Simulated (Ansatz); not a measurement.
**GeHI: geometry and frequencies at several levels**

An exercise on one series of results from a longer session: the logs are not shown, and one member is left open.

Program: Ansatz 0.2.0. Level of theory: the levels named in each step. These are calculated values, not measurements.

### Starting point

Bond lengths: Ge1–I2 2.534 Å, Ge1–H3 1.655 Å. Angles: I2–Ge1–H3 93.3°.

Coordinates:

```xyz
3

Ge   -1.4303    0.7237   -0.0008
I     0.8366   -0.4086    0.0004
H    -2.2542   -0.7122    0.0099
```

Set-up of the first run:

The input, input.yaml:

```yaml
crystal:
  periodic: [false, false, false]
  atoms:
    - { symbol: Ge, position_ang: [-1.43029, 0.72371, -0.00082] }
    - { symbol: I, position_ang: [0.8366, -0.4086, 0.00039] }
    - { symbol: H, position_ang: [-2.25416, -0.71218, 0.00994] }
basis:
  gaussian: { orbitals: def2-SVP }
hamiltonian:
  xc: pbe
  dispersion: d4
relax:
  f_tol: 0.03
  max_steps: 200
```

Launch:

```console
$ ansatz run input.yaml --threads 2 --pin off --max-ram 5120MiB --backend cpu --events-out ev --progress --plain --runs-dir out
```

Steps of the session up to this table: A rough first relaxation, PBE-D4/def2-SVP; Relaxation, PBE0-D4/def2-TZVPP; Frequencies, PBE0-D4/def2-TZVPP; Relaxation, PBE-D4/def2-TZVPP; Frequencies, PBE-D4/def2-TZVPP; Relaxation, r2SCAN-D4/def2-TZVPP; Frequencies, r2SCAN-D4/def2-TZVPP; Relaxation, B3LYP-D4/def2-TZVPP; Frequencies, B3LYP-D4/def2-TZVPP; Relaxation, B2PLYP/def2-TZVPP; Frequencies, B2PLYP/def2-TZVPP.

One of the session's tables, all rows but one given; the rest of the session is left out.

It belongs to the step «Geometries side by side». 

```
               level  Ge1–I2 (Å)  dipole (D)  highest frequency (cm⁻¹)
  PBE0-D4/def2-TZVPP      2.5438        1.44                      1912
   PBE-D4/def2-TZVPP      2.5665        1.31                      1827
r2SCAN-D4/def2-TZVPP      2.5455        1.26                      1898
 B3LYP-D4/def2-TZVPP           ?           ?                         ?
   B2PLYP/def2-TZVPP      2.5549        1.52                      1928
```

Estimate the missing values for B3LYP-D4/def2-TZVPP.

**Answer.** Ge1–I2 (Å): 2.5753; dipole (D): 1.60; highest frequency (cm⁻¹): 1882. In the column «Ge1–I2 (Å)» it is the highest.
